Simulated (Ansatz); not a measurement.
# KAg3Se2: the cost of one run

Program: Ansatz 0.2.0. Level of theory: DFT PBE, plane waves, PAW, scalar-relativistic, no spin polarisation. These are calculated values, not measurements.

**1. The starting structure**

The cell holds 12 atoms (Ag6K2Se4): a = 7.479 Å, b = 6.129 Å, c = 8.404 Å, α = 85.19°, β = 64.16°, γ = 103.84°.

As a file:

```xyz
12
Lattice="7.1087 -1.1497 2.0185 -0.5809 6.1010 0.0900 1.6427 0.7436 8.2078" Properties=species:S:1:pos:R:3 pbc="T T T"
Ag    2.1334    1.5579    6.2246
Ag    2.3751    2.9642    2.4754
K     5.6543    3.7478    2.4615
K     5.9945    1.5865    8.4018
Ag    1.5904    4.2592    5.0618
Ag    3.4987    0.3460    3.4191
Se    0.5459    2.3794    0.3859
Se    0.7168    0.6629    2.4309
Se    4.2288    3.2372    5.2971
Se    6.4918    1.8139    4.8910
Ag    3.2582    5.3948    7.2767
Ag    6.1304    4.6356    6.9559
```

**2. Dynamics**

Input file input.yaml:

```yaml
crystal:
  lattice:
    - [7.108722, -1.149741, 2.018509]
    - [-0.580857, 6.101032, 0.089986]
    - [1.642708, 0.74361, 8.207838]
  atoms:
    - { symbol: Ag, position: [0.149879, 0.195913, 0.71937] }
    - { symbol: Ag, position: [0.326904, 0.5212, 0.215476] }
    - { symbol: K, position: [0.837889, 0.761775, 0.085488] }
    - { symbol: K, position: [0.668431, 0.281646, 0.856163] }
    - { symbol: Ag, position: [0.144651, 0.65541, 0.573946] }
    - { symbol: Ag, position: [0.428665, 0.099708, 0.310055] }
    - { symbol: Se, position: [0.106342, 0.408036, 0.01639] }
    - { symbol: Se, position: [0.041649, 0.08177, 0.285033] }
    - { symbol: Se, position: [0.523243, 0.56698, 0.51048] }
    - { symbol: Se, position: [0.859117, 0.412883, 0.380095] }
    - { symbol: Ag, position: [0.344899, 0.852665, 0.792391] }
    - { symbol: Ag, position: [0.780671, 0.82814, 0.646402] }
kpoints:
  mp_grid: { grid: [3, 3, 2] }
magnetization:
  spin_polarized: false
scf:
  occupations: { method: fermi_dirac, width: 0.05 }
hamiltonian:
  pseudopotentials: { kind: paw }
  xc: pbe
basis:
  ecutwfc: 420
md:
  timestep: 1.5
  n_steps: 20
  ensemble: nvt_langevin
  temperature: 300.0
  initial_velocities: maxwell_boltzmann
  seed: 273873
```

Started as:

```bash
$ ansatz run input.yaml --threads 2 --pin off --max-ram 2560MiB --backend cpu --events-out ev --progress --plain --runs-dir out
```

Q: Estimate wall time and peak memory on 2 threads of Arm Neoverse V1, shared host.

About 5.5 min, with a peak of 1.1 GiB.
